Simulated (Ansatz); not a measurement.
**YSe: a run for elastic constants**

Aim: a sound run for elastic constants of YSe. The structure is shown as the input types it.

Computed with Ansatz 0.2.0 (DFT, PBEsol, PAW with Ansatz's default frozen-core files, scalar-relativistic; elastic constants from stresses of strained cells, unless a step's input says otherwise).

## (1) The structure to begin with

It takes space group Fm-3m (No. 225, cubic). Conventional cell: a = 5.691 Å, b = 5.691 Å, c = 5.691 Å, α = 90.00°, β = 90.00°, γ = 90.00°. Around Y (site symmetry m-3m) lie 6 Se at 2.85 Å. Se (site symmetry m-3m) is surrounded by 6 Y at 2.85 Å.

Coordinates:

```
CELL_PARAMETERS angstrom
0.00000 2.84533 2.84533
2.84533 0.00000 2.84533
2.84533 2.84533 0.00000
ATOMIC_POSITIONS crystal
Y 0.50000 0.50000 0.50000
Se 0.00000 0.00000 0.00000
```

## (2) The calculation

Contents of input.yaml:

```yaml
crystal:
  lattice:
    - [0.0, 2.84532519459, 2.84532519459]
    - [2.84532519459, 0.0, 2.84532519459]
    - [2.84532519459, 2.84532519459, 0.0]
  atoms:
    - { symbol: "Y", position: [0.5, 0.5, 0.5] }
    - { symbol: Se, position: [0.0, 0.0, 0.0] }
kpoints:
  mp_grid: { grid: [1, 1, 1] }
scf:
  occupations: { method: fermi_dirac, width: 0.05 }
  max_iter: 75
hamiltonian:
  xc: pbesol
  pseudopotentials: { kind: paw }
elastic:
  mode: relaxed_ion
  stencil: two_point
  amplitude: 0.008
```

Command:

```bash
$ ansatz run input.yaml --threads 1 --pin off --max-ram 2560MiB --backend cpu --events-out ev --progress --plain --runs-dir out
```

**Question.** How will this run end, and is anything wrong with its input?

The program finished normally. It gives a pressure of 49 GPa, which is large; a structure far from rest gives such values too, whatever the setting.

Look at the input: kpoints.mp_grid.grid is [1, 1, 1]. One k-point can't sample the Brillouin zone of so small a cell.

To check: set kpoints.mp_grid.grid to [14, 14, 14].
